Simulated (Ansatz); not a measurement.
# Ru (quintet): energies up the ladder

The task, for Ru (quintet): energies up the ladder. Spin multiplicity 5.

Program: Ansatz 0.2.0. Level of theory: the levels named in each step. These are calculated values, not measurements.

## (1) The system as given

Coordinates:

```xyz
1

Ru    0.0000    0.0000    0.0000
```

## (2) Single point, PBE0/def2-TZVPP

Contents of input.yaml:

```yaml
crystal:
  periodic: [false, false, false]
  atoms:
    - { symbol: Ru, position_ang: [0.0, 0.0, 0.0] }
magnetization:
  spin_polarized: true
  initial_magnetization: 4
basis:
  gaussian: { orbitals: def2-TZVPP }
hamiltonian:
  xc: pbe0
```

On the command line:

```sh
> ansatz run input.yaml --threads 1 --pin off --max-ram 2560MiB --backend cpu --events-out ev --progress --plain --runs-dir out
```

After this run come: Single point, PBE/def2-TZVPP; Single point, r2SCAN/def2-TZVPP; Single point, B3LYP/def2-TZVPP; Single point, wB97M-V/def2-TZVPP; Single point, B2PLYP/def2-TZVPP; Single point, LDA/def2-TZVPP; Single point, PBE0/def2-SVP; Single point, PBE/def2-SVP.

Before running it: what results should come out? Wanted: energy at PBE/def2-SVP.

The runs gave:

```
              quantity         value
energy at PBE/def2-SVP  -2579.442 eV
```

These totals serve in differences with atoms or fragments at the same level; alone they don't rank the methods. Heavy atoms carry effective core potentials in def2 sets, and spin-orbit coupling is left out.
